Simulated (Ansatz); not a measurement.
# CH8OSiSn: geometry optimisation

The task is to find a stationary geometry of CH8OSiSn.

Program: Ansatz 0.2.0, Gaussian basis. Level of theory: RKS PBE0-D4/def2-TZVP. These are calculated values, not measurements.

The runs, in order: relaxation at PBE-D4/def2-SVP; relaxation at PBE0-D4/def2-TZVP.

1 further run of the same task is left out (set aside as unsound or not needed).

### 1 The system as given

12 atoms, charge 0, spin multiplicity 1.

Atoms are counted from 1 here; the program's logs count them from 0.

Bond lengths: Si1–C2 1.819 Å, Si1–H5 1.521 Å, Si1–H6 1.435 Å, Si1–H7 1.511 Å, C2–O3 1.370 Å, C2–H8 1.126 Å, C2–H9 1.088 Å, O3–Sn4 2.055 Å, Sn4–H10 1.696 Å, Sn4–H11 1.781 Å, Sn4–H12 1.732 Å. Angles: C2–Si1–H5 108.9°, C2–Si1–H6 113.7°, C2–Si1–H7 109.7°, H5–Si1–H6 109.2°, H5–Si1–H7 106.6°, H6–Si1–H7 108.5°, Si1–C2–O3 107.6°, Si1–C2–H8 110.5°, Si1–C2–H9 106.3°, O3–C2–H8 108.3°, O3–C2–H9 110.0°, H8–C2–H9 114.0°, C2–O3–Sn4 109.5°, O3–Sn4–H10 110.4°, O3–Sn4–H11 105.1°, O3–Sn4–H12 107.1°, H10–Sn4–H11 111.3°, H10–Sn4–H12 112.9° and more.

Geometry (Å):

```
Si   -1.7698    0.8095    0.9648
C    -0.5397    0.0133   -0.1130
O     0.6878    0.1670    0.4755
Sn    2.1250   -0.7330   -0.6861
H    -3.1405    0.6975    0.3144
H    -1.8279    0.2502    2.2849
H    -1.4658    2.2851    1.0813
H    -0.5146    0.5159   -1.1201
H    -0.8040   -1.0417   -0.1522
H     3.6494   -0.5892    0.0431
H     1.6245   -2.4375   -0.8080
H     2.0526    0.0077   -2.2506
```

The start is a force-field geometry with small random shifts, so a cheaper pass at PBE-D4/def2-SVP comes first. Sn takes the def2 core potential; no spin-orbit term is included.

### 2 Relaxation at PBE-D4/def2-SVP (cheap first pass)

Input file in.yaml:

```yaml
crystal:
  periodic: [false, false, false]
  atoms:
    - {symbol: Si, position_ang: [-1.769800, 0.809500, 0.964800]}
    - {symbol: C, position_ang: [-0.539700, 0.013300, -0.113000]}
    - {symbol: O, position_ang: [0.687800, 0.167000, 0.475500]}
    - {symbol: Sn, position_ang: [2.125000, -0.733000, -0.686100]}
    - {symbol: H, position_ang: [-3.140500, 0.697500, 0.314400]}
    - {symbol: H, position_ang: [-1.827900, 0.250200, 2.284900]}
    - {symbol: H, position_ang: [-1.465800, 2.285100, 1.081300]}
    - {symbol: H, position_ang: [-0.514600, 0.515900, -1.120100]}
    - {symbol: H, position_ang: [-0.804000, -1.041700, -0.152200]}
    - {symbol: H, position_ang: [3.649400, -0.589200, 0.043100]}
    - {symbol: H, position_ang: [1.624500, -2.437500, -0.808000]}
    - {symbol: H, position_ang: [2.052600, 0.007700, -2.250600]}
basis:
  gaussian: {orbitals: def2-SVP}
hamiltonian: {xc: pbe, dispersion: d4}
relax: {f_tol: 0.03, max_steps: 200}
```

The run is started by

```bash
ansatz run in.yaml --threads 4 --pin off --events-out ev --progress --plain --max-ram 10444MiB
```

The program printed, cut to the lines that bear on the results:

```text
Functional definition: PBE
  name "PBE"
  cite "Perdew, Burke & Ernzerhof, Phys. Rev. Lett. 77, 3865 (1996) doi:10.1103/PhysRevLett.77.3865"
  parent pbe
[...]
1252 factors; their error is unknown
[...]
mean field -16908.71332224 eV, -621.3837534546 hartree, gradient 1.6e-5 eV, S^2 0.000000; 0 other end points of the search recorded, 0 dependent functions left out
[...]
reference -16908.71336983 eV, -621.3837552038 hartree; 29, 29 occupied and 83, 83 virtual orbitals, 1252 factors
relax step   1: F+E_penalty+E_count = -16908.96714699 eV  Δ(F+E_penalty+E_count) = +0.000e0 eV  max|allowed force component| = 2.593e0 eV/Å  Δτ_max = 0.0000 Å  (26 SCF iters, accepted)
[...]
relax step   6: F+E_penalty+E_count = -16909.34350835 eV  Δ(F+E_penalty+E_count) = -1.208e-3 eV  max|allowed force component| = 5.731e-2 eV/Å  Δτ_max = 0.0255 Å  (28 SCF iters, accepted)
[...]
relax step   7: F+E_penalty+E_count = -16909.34362694 eV  Δ(F+E_penalty+E_count) = -1.186e-4 eV  max|allowed force component| = 4.434e-3 eV/Å  Δτ_max = 0.0079 Å  (21 SCF iters, accepted)
1252 factors; their error is unknown
[...]
mean field -16909.09711619 eV, -621.3978576222 hartree, gradient 1.3e-5 eV, S^2 0.000000; 1 other end points of the search recorded, 0 dependent functions left out
[...]
reference -16909.09716444 eV, -621.3978593953 hartree; 29, 29 occupied and 83, 83 virtual orbitals, 1252 factors
Total energy: -16909.34367519 eV, -621.4069184984 hartree
Atom 0 at    -1.791112     0.887406     1.011054 Å, force    -0.000480     0.001271     0.001512 eV/Å
Atom 1 at    -0.641095    -0.024291    -0.212052 Å, force     0.002829     0.001203     0.002810 eV/Å
Atom 2 at     0.673219     0.068477     0.311923 Å, force    -0.004434     0.000265    -0.000478 eV/Å
Atom 3 at     2.200478    -0.787271    -0.709225 Å, force     0.001292    -0.001011    -0.001220 eV/Å
Atom 4 at    -3.216811     0.831733     0.519225 Å, force     0.001345    -0.000460    -0.000446 eV/Å
Atom 5 at    -1.716496     0.238494     2.365300 Å, force     0.000967     0.000357    -0.000582 eV/Å
Atom 6 at    -1.372655     2.326460     1.132229 Å, force     0.000688    -0.001008     0.000232 eV/Å
Atom 7 at    -0.750226     0.443427    -1.224938 Å, force    -0.000344     0.001912    -0.002924 eV/Å
Atom 8 at    -1.001258    -1.079764    -0.325500 Å, force    -0.001077    -0.003346    -0.000038 eV/Å
Atom 9 at     3.568558    -0.438022     0.273569 Å, force    -0.002327     0.000180    -0.000626 eV/Å
Atom 10 at     1.857999    -2.481015    -0.836106 Å, force     0.000996     0.001181     0.000343 eV/Å
Atom 11 at     2.266400    -0.040833    -2.271479 Å, force     0.000544    -0.000546     0.001418 eV/Å
Dipole moment:     0.231189    -0.231441    -0.327115 e Å
```

Wall time 11 s (4 threads of Arm Neoverse V1, shared host).

Relaxation path:

```
step  energy from step 1 (eV)  largest force component (eV/Å)
   1                   0.0000                          2.5928
   2                  -0.2997                          0.6414
   3                  -0.3607                          0.2175
   4                  -0.3700                          0.1770
   5                  -0.3752                          0.1083
   6                  -0.3764                          0.0573
   7                  -0.3765                          0.0044
```

Close pairs (by a distance rule), those that changed most:

```
   bond  before (Å)  after (Å)  change (Å)
 Si1–C2       1.819      1.910      +0.091
 Si1–H6       1.435      1.504      +0.069
  C2–O3       1.370      1.418      +0.048
Sn4–H11       1.781      1.733      -0.048
  C2–H9       1.088      1.121      +0.033
 O3–Sn4       2.055      2.027      -0.029
Sn4–H10       1.696      1.720      +0.024
 Si1–H5       1.521      1.509      -0.012
```

### 3 Optimising with PBE0-D4/def2-TZVP

Input file in.yaml:

```yaml
crystal:
  periodic: [false, false, false]
  atoms:
    - {symbol: Si, position_ang: [-1.791112, 0.887406, 1.011054]}
    - {symbol: C, position_ang: [-0.641095, -0.024291, -0.212052]}
    - {symbol: O, position_ang: [0.673219, 0.068477, 0.311923]}
    - {symbol: Sn, position_ang: [2.200478, -0.787271, -0.709225]}
    - {symbol: H, position_ang: [-3.216811, 0.831733, 0.519225]}
    - {symbol: H, position_ang: [-1.716496, 0.238494, 2.365300]}
    - {symbol: H, position_ang: [-1.372655, 2.326460, 1.132229]}
    - {symbol: H, position_ang: [-0.750226, 0.443427, -1.224938]}
    - {symbol: H, position_ang: [-1.001258, -1.079764, -0.325500]}
    - {symbol: H, position_ang: [3.568558, -0.438022, 0.273569]}
    - {symbol: H, position_ang: [1.857999, -2.481015, -0.836106]}
    - {symbol: H, position_ang: [2.266400, -0.040833, -2.271479]}
basis:
  gaussian: {orbitals: def2-TZVP}
hamiltonian: {xc: pbe0, dispersion: d4}
relax: {f_tol: 0.005, max_steps: 150}
```

Same command.

The program printed, cut to the lines that bear on the results:

```text
Functional definition: PBE0
  name "PBE0"
  cite "Adamo & Barone, J. Chem. Phys. 110, 6158 (1999) doi:10.1063/1.478522"
  cite "Perdew, Burke & Ernzerhof, Phys. Rev. Lett. 77, 3865 (1996) doi:10.1103/PhysRevLett.77.3865"
  parent pbe
[...]
1412 factors; their error is unknown
[...]
mean field -16917.25498718 eV, -621.6976538515 hartree, gradient 2.8e-5 eV, S^2 0.000000; 0 other end points of the search recorded, 0 dependent functions left out
[...]
reference -16917.25503233 eV, -621.6976555109 hartree; 29, 29 occupied and 168, 168 virtual orbitals, 1412 factors
relax step   1: F+E_penalty+E_count = -16917.46526025 eV  Δ(F+E_penalty+E_count) = +0.000e0 eV  max|allowed force component| = 6.591e-1 eV/Å  Δτ_max = 0.0000 Å  (27 SCF iters, accepted)
[...]
Atom 2 at     0.689967     0.063735     0.310192 Å, force     0.001597     0.000639     0.001520 eV/Å
Atom 3 at     2.167324    -0.773607    -0.694865 Å, force    -0.000396     0.000100     0.000181 eV/Å
Atom 4 at    -3.173138     0.808544     0.490489 Å, force     0.000043     0.000055     0.000058 eV/Å
Atom 5 at    -1.713133     0.235920     2.336855 Å, force     0.000352     0.000003    -0.000287 eV/Å
Atom 6 at    -1.371925     2.302042     1.117870 Å, force     0.000361    -0.000367    -0.000088 eV/Å
Atom 7 at    -0.712445     0.438134    -1.200382 Å, force    -0.001149     0.000480     0.000157 eV/Å
Atom 8 at    -0.960960    -1.064781    -0.313975 Å, force    -0.001280     0.000192     0.000341 eV/Å
Atom 9 at     3.542696    -0.448124     0.246505 Å, force     0.000167    -0.000054    -0.000114 eV/Å
Atom 10 at     1.802143    -2.438002    -0.818856 Å, force     0.000272     0.000015     0.000068 eV/Å
Atom 11 at     2.202147    -0.033669    -2.234409 Å, force     0.000193    -0.000010     0.000052 eV/Å
Dipole moment:     0.216457    -0.220324    -0.312779 e Å
```

It took 34 s on 4 threads of Arm Neoverse V1, shared host; peak memory 0.53 GiB.

The steps of the relaxation:

```
step  energy from step 1 (eV)  largest force component (eV/Å)
   1                   0.0000                          0.6591
   2                  -0.0568                          0.2479
   3                  -0.0654                          0.0767
   4                  -0.0652                          0.1683
   5                  -0.0656                          0.0072
   6                  -0.0657                          0.0086
   7                  -0.0657                          0.0101
   8                  -0.0657                          0.0016
```

Distances of close pairs at the start and the end, largest changes first:

```
   bond  before (Å)  after (Å)  change (Å)
 O3–Sn4       2.027      1.973      -0.053
Sn4–H12       1.733      1.708      -0.024
Sn4–H11       1.733      1.708      -0.024
Sn4–H10       1.720      1.698      -0.022
 Si1–C2       1.910      1.889      -0.021
  C2–H9       1.121      1.102      -0.019
  C2–H8       1.121      1.102      -0.019
 Si1–H5       1.509      1.491      -0.018
```

Mulliken charges at the end point, from the run's report:

```
atom  value (e)
 Si1       0.18
  C2      -0.18
  O3      -0.52
 Sn4       0.55
  H5      -0.04
  H6      -0.02
  H7      -0.02
  H8       0.11
  H9       0.11
 H10      -0.04
 H11      -0.06
 H12      -0.06
```

### 4 What came out

```
                  quantity           value
               point group              Cs
                     steps           7 + 8
shift from the start (rms)         0.175 Å
              total energy  -16917.5310 eV
           dispersion term        -213 meV
             dipole moment          2.11 D
```

What this shows: The atoms moved 0.17 Å (rms) from the start; the bond that changed most is O3–Sn4, from 2.055 to 1.973 Å. No vibrations were run, so it is not proven to be a minimum. The largest Mulliken charge, +0.55 e, sits on Sn4.
